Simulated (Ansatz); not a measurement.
Write a Python script for Ansatz 0.2.0, Python API that makes a phonon calculation by finite displacements of LiBe, space group Pm-3m. Level of theory: PBEsol, PAW, cutoff 510 eV, 10×10×10 k-points, Fermi-Dirac smearing of 0.1 eV.

```
Li Be
1.0
     2.81115    0.00000    0.00000
     0.00000    2.81115    0.00000
     0.00000    0.00000    2.81115
Li Be
1 1
Cartesian
  0.0000 0.0000 0.0000
  1.4056 1.4056 1.4056
```

`phonons_libe.py`:
```python
"""Lattice dynamics of LiBe in a supercell."""

from pathlib import Path
import argparse
import warnings

import ansatz as az
import numpy as np

parser = argparse.ArgumentParser(description="Lattice dynamics of LiBe in a supercell.")
parser.add_argument("--xc", required=True, help="exchange-correlation functional")
parser.add_argument("--cutoff", type=float, default=510.0, help="basis")
parser.add_argument("--occupations", required=True, help="how the bands are filled")
parser.add_argument("--kmesh", type=int, nargs=3, default=[10, 10, 10], help="k-point sampling")
args = parser.parse_args()


def main() -> None:
    warnings.simplefilter("ignore", az.DeckWarning)

    vectors = np.array([
        [2.81115, 0.0, 0.0],
        [0.0, 2.81115, 0.0],
        [0.0, 0.0, 2.81115],
    ])
    system = (
        az.Lattice.of(vectors)
        .atom("Li", [0.0, 0.0, 0.0])
        .atom("Be", [0.5, 0.5, 0.5])
    )
    path = [
        ("G", (0.0, 0.0, 0.0)),
        ("X", (0.0, 0.5, 0.0)),
        ("M", (0.5, 0.5, 0.0)),
        ("G", (0.0, 0.0, 0.0)),
        ("R", (0.5, 0.5, 0.5)),
        ("X", (0.0, 0.5, 0.0)),
    ]

    # the k mesh has to be a multiple of the supercell
    calculation = (
        system.calculation()
        .functional(args.xc)
        .basis(args.cutoff)
        .occupations(args.occupations)  # the run then minimises F = E - TS
        .kpoints(*args.kmesh)
        .phonons("fd", supercell=2, path=[q for _, q in path], intervals=4)
    )
    outcome = calculation.run(threads=1, runs_dir="out")
    folder = Path(outcome.output_folder) / "results"
    ph = outcome.phonons

    print("modes at Gamma (1/cm):", np.round(ph.gamma_omega_inv_cm, 1) + 0.0)
    print(f"{ph.n_members} displaced supercells, sum-rule residual {ph.asr_residual_pre_ev_ang2:.1e} eV/A^2")
    table = np.loadtxt(folder / "phbands.tsv", comments="#")
    n_modes = len(ph.gamma_omega_inv_cm)
    omega = table[:, 1 : 1 + n_modes]
    for i, (label, _) in enumerate(path):
        print(f"{label:3s}", " ".join(f"{v:7.1f}" for v in omega[min(i * 4, len(omega) - 1)]))
    # a negative number stands for an imaginary frequency
    print(f"lowest {omega.min():.1f}, highest {omega.max():.1f} 1/cm on the path;", "unstable" if omega.min() < -10 else "no imaginary branch")


if __name__ == "__main__":
    main()
```

Running `python phonons_libe.py --xc pbesol --occupations fermi_dirac` prints:
```text
RunWarning: on the 22×22×22 q-mesh 67 entries of the irreducible table, 1.482e-1 modes per cell, the lowest at -104.95 cm⁻¹, stand at or below zero and are read as no rigid motion or as one in doubt: the zero-point energy, F, S and C_V leave that weight out. The structure may be unstable at those wave vectors; or the force constants reach too short, and between the wave vectors that fix them their interpolation takes a soft branch below zero: a larger extent of the force constants (supercell or [...]
modes at Gamma (1/cm): [  0.    0.    0.  553.4 553.4 553.4]
2 displaced supercells, sum-rule residual 4.8e-05 eV/A^2
G       0.0     0.0     0.0   553.4   553.4   553.4
X     179.6   391.0   391.0   426.7   426.7   445.8
M    -105.0  -105.0   406.2   430.2   536.6   536.6
G       0.0     0.0     0.0   553.4   553.4   553.4
R     267.2   267.2   267.2   496.0   496.0   496.0
X     179.6   391.0   391.0   426.7   426.7   445.8
lowest -105.0, highest 553.4 1/cm on the path; unstable
```
(Warnings from the package without file and line, shortened.)

The cell isn't relaxed first, so the values belong to this volume. For a metal this k-point mesh is coarse: on a finer one energies can move by several to tens of meV an atom and pressures by half a GPa or more, differences at one mesh by less. Some modes are imaginary (printed negative) at these settings, from an unstable structure or from unconverged force constants, so sums over modes carry no meaning. The structure comes from a database of computed cells and needn't be a stable or known phase. The structure is taken as given and the supercell is small; imaginary modes can come from an unrelaxed or unstable start. Phonons of metals also depend on mesh and smearing. The script silences the warnings on its input, which a real study should read. Timing: 24 s on 1 thread of Arm Neoverse V2, on a shared host, peak memory 0.55 GiB.

(A comment or docstring line of the script was reworded after the run, the code is as it ran; lines on the test bed's own set-up are left out of the output.)
